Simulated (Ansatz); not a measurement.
# RbLuS2: stress in a strained cell

RbLuS2 is deformed so: zz strain of +2 %. What stress and forces result, by LAPW, PAW and all-electron datasets made for the crystal?

Method: DFT PBEsol, scalar-relativistic, in Ansatz 0.2.0.

## 1. The starting structure

Symmetry: R-3m, No. 166, trigonal system. Conventional cell: a = 3.991 Å, b = 3.991 Å, c = 22.838 Å, α = 90.00°, β = 90.00°, γ = 120.00°. Rb (site symmetry -3m) has 6 S at 3.29 Å in its first shell of neighbours. Lu (site symmetry -3m) has 6 S at 2.72 Å in its first shell of neighbours. S (site symmetry 3m) has 3 Lu at 2.72 Å and 3 Rb at 3.29 Å in its first shell of neighbours.

Structure file:

```cif
data_structure
_symmetry_space_group_name_H-M 'R-3m:H'
_symmetry_Int_Tables_number 166
_cell_length_a 3.9910
_cell_length_b 3.9910
_cell_length_c 22.8380
_cell_angle_alpha 90.000
_cell_angle_beta 90.000
_cell_angle_gamma 120.000
_cell_volume 315.03
loop_
_atom_site_label
_atom_site_type_symbol
_atom_site_symmetry_multiplicity
_atom_site_Wyckoff_symbol
_atom_site_fract_x
_atom_site_fract_y
_atom_site_fract_z
_atom_site_occupancy
Rb1 Rb 3 a 0.00000 0.00000 0.00000 1
Lu1 Lu 3 b 0.66667 0.33333 0.83333 1
S1 S 6 c 0.33333 0.66667 0.89697 1
```

The file gives the conventional cell by its symmetry; the runs use the cell typed in the input.

Atoms are numbered in the order of the input: Rb1, Lu2, S3, S4.

## 2. After the deformation

Space group R-3m before, R-3m after.

## 3. LAPW, all electrons

The input, input.yaml:

```yaml
crystal:
  lattice:
    - [1.9954984008, 1.1521015389, 7.7649234]
    - [-1.9954984008, 1.1521015389, 7.7649234]
    - [0.0, -2.3042030777, 7.7649234]
  atoms:
    - { symbol: Rb, position: [0.0, 0.0, 0.0] }
    - { symbol: Lu, position: [0.5, 0.5, 0.5] }
    - { symbol: S, position: [0.2303, 0.2303, 0.2303] }
    - { symbol: S, position: [0.7697, 0.7697, 0.7697] }
kpoints:
  mp_grid: { grid: [9, 9, 9] }
  band_path:
    path:
      - [0.0, 0.0, 0.0]
      - [0.5, 0.5, 0.5]
      - [0.8186570562, 0.1813429438, 0.5]
      - [0.5, -0.1813429438, 0.1813429438]
      - [0.5, 0.0, 0.0]
      - [0.0, 0.0, 0.0]
      - [0.3406714719, -0.3406714719, 0.0]
      - [0.6593285281, 0.0, 0.3406714719]
      - [0.5, 0.0, 0.5]
    npoints: 5
scf:
  occupations: { method: fermi_dirac, width: 0.01 }
hamiltonian:
  xc: pbesol
  pseudopotentials: { kind: all_electron, lapw: { basis_error: 0.001 } }
output:
  forces: true
  stress: true
  eigenvalues: true
```

Command:

```console
$ ansatz run input.yaml --threads 1 --pin off --max-ram 4096MiB --backend cpu --events-out ev --progress --plain --runs-dir out
```

## 4. Frozen-core PAW

The input, input.yaml:

```yaml
crystal:
  lattice:
    - [1.9954984008, 1.1521015389, 7.7649234]
    - [-1.9954984008, 1.1521015389, 7.7649234]
    - [0.0, -2.3042030777, 7.7649234]
  atoms:
    - { symbol: Rb, position: [0.0, 0.0, 0.0] }
    - { symbol: Lu, position: [0.5, 0.5, 0.5] }
    - { symbol: S, position: [0.2303, 0.2303, 0.2303] }
    - { symbol: S, position: [0.7697, 0.7697, 0.7697] }
kpoints:
  mp_grid: { grid: [9, 9, 9] }
scf:
  occupations: { method: fermi_dirac, width: 0.01 }
hamiltonian:
  xc: pbesol
  pseudopotentials: { kind: paw }
output:
  forces: true
  stress: true
  eigenvalues: true
  efg: { contact_densities: true }
```

## 5. Datasets made for this crystal

input.yaml, as its differences from that of step 4:

```diff
@@ -16,3 +16,3 @@
   xc: pbesol
-  pseudopotentials: { kind: paw }
+  pseudopotentials: { kind: all_electron, datasets: crystal }
 output:
```

(Steps that only read results are left out.)

Q: Predict the outcome of this session. Wanted: pressure; largest shear or deviatoric stress.

As calculated:

| quantity | value |
| --- | --- |
| pressure | LAPW -3.02, PAW -3.02, crystal datasets -3.02 GPa |
| largest shear or deviatoric stress (LAPW) | 0.66 GPa |

The largest part of the stress beyond the pressure is 0.66 GPa in size, in the zz component; the atoms are carried along and not relaxed. No run of the undeformed cell stands beside it, so pressure and stress hold what the given cell had before the change, as far as its symmetry allows. PAW: stress within 0.01 GPa of LAPW, forces within 2 meV/Å. Crystal datasets: stress within 0.01 GPa of LAPW, forces within 1 meV/Å. Spin-orbit coupling is left out, though the cell holds Lu; in elements this heavy it can shift bands and gaps by tenths of an eV.

The gaps are Kohn-Sham values of a semilocal functional, not quasiparticle or optical gaps. Such gaps usually fall short of the measured ones.
